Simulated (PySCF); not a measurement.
# CeF3 (CeF3): the cost of one run

Computed with PySCF 2.14.0 and routines of our own; the level stands in each step. Atoms count from 0.

## Step 1: The system as given

4 atoms, charge 0, states of the metal's open shell are computed; geometry from: model geometry, bond lengths from ionic radii.

## Step 2: Ligand-field states: state-averaged CASSCF

Job settings and geometry (Å):

```
{"job": {"kind": "lf", "basis": {"metal": "x2c-TZVPall", "ligand": "x2c-SVPall"}, "nevpt": true}, "charge": 0, "metal": "Ce", "open_shell": "f1"}
Ce     0.000000     0.000000     0.000000
F      2.130000     0.000000     0.000000
F     -1.065000     1.844634     0.000000
F     -1.065000    -1.844634     0.000000
```

Level: state-averaged CASSCF of the metal f shell, SC-NEVPT2 on the averaged canonical orbitals, state-interaction spin-orbit coupling.

Run with:

```
OMP_NUM_THREADS=1 python lf_run.py task.json out
```

This one command runs all jobs of the session in turn.

**Question.** How long does this first job take on 1 thread of Arm Neoverse V1, shared host, and how much memory does it need?

About 18 s, with a peak of 0.35 GiB.
